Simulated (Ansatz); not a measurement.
# C2H4FNSi: how energies converge with the basis set

The task here is to estimate one member of a computed series from the others.

Program: Ansatz 0.2.0, Gaussian basis. Level of theory: one geometry, several basis sets. These are calculated values, not measurements.

Plan: PBE0-D4/def2-SVP; ωB97M-V/def2-SVP; PBE0-D4/def2-QZVPP; ωB97M-V/def2-QZVPP; the functionals' def2-TZVPP values are taken from earlier runs.

## The relaxed structure

The geometry comes from an earlier relaxation with PBE0-D4 in a triple-zeta def2 set; it is a stationary point, not always the lowest conformer.

SMILES `N#C[SiH2]CF`, 9 atoms, charge 0, spin multiplicity 1.

Atoms are counted from 1 here; the program's logs count them from 0.

Bond lengths: N1–C2 1.152 Å, C2–Si3 1.851 Å, Si3–C4 1.890 Å, Si3–H6 1.479 Å, Si3–H7 1.479 Å, C4–F5 1.388 Å, C4–H8 1.094 Å, C4–H9 1.094 Å. Angles: N1–C2–Si3 177.9°, C2–Si3–C4 106.0°, C2–Si3–H6 107.7°, C2–Si3–H7 107.7°, C4–Si3–H6 111.8°, C4–Si3–H7 111.8°, H6–Si3–H7 111.5°, Si3–C4–F5 108.9°, Si3–C4–H8 111.2°, Si3–C4–H9 111.2°, F5–C4–H8 108.7°, F5–C4–H9 108.7°, H8–C4–H9 108.0°.

Set-up of the first run:

in.yaml

```yaml
crystal:
  periodic: [false, false, false]
  atoms:
    - {symbol: N, position_ang: [-2.207822, -1.181199, 1.563203]}
    - {symbol: C, position_ang: [-1.521091, -0.447473, 1.000267]}
    - {symbol: Si, position_ang: [-0.376966, 0.680768, 0.081886]}
    - {symbol: C, position_ang: [1.044011, -0.404496, -0.530751]}
    - {symbol: F, position_ang: [1.944643, 0.387060, -1.229960]}
    - {symbol: H, position_ang: [-1.135812, 1.276703, -1.038815]}
    - {symbol: H, position_ang: [0.091466, 1.715661, 1.028725]}
    - {symbol: H, position_ang: [0.681331, -1.194388, -1.195842]}
    - {symbol: H, position_ang: [1.568741, -0.879035, 0.304286]}
basis:
  gaussian: {orbitals: def2-SVP}
hamiltonian: {xc: pbe0, dispersion: d4}
output: {orbitals: {seedname: orbitals}}
```

Launch:

```sh
> ansatz run in.yaml --threads 2 --pin off --events-out ev --progress --plain --max-ram 4352MiB
```

Among the steps run: PBE0-D4 in def2-SVP; ωB97M-V in def2-SVP; PBE0-D4 in def2-QZVPP; ωB97M-V in def2-QZVPP.

One of the session's tables, all rows but one given; the rest of the session is left out.

```
functional       basis  HOMO (eV)
   PBE0-D4    def2-SVP      -9.17
   PBE0-D4  def2-TZVPP          ?
   PBE0-D4  def2-QZVPP      -9.34
   ωB97M-V    def2-SVP     -11.43
   ωB97M-V  def2-TZVPP     -11.59
   ωB97M-V  def2-QZVPP     -11.62
```

**Question.** Estimate the row for PBE0-D4, def2-TZVPP.

**Answer.** HOMO (eV): -9.31. In the column «HOMO (eV)» it lies between PBE0-D4, def2-QZVPP (-9.34) and PBE0-D4, def2-SVP (-9.17).
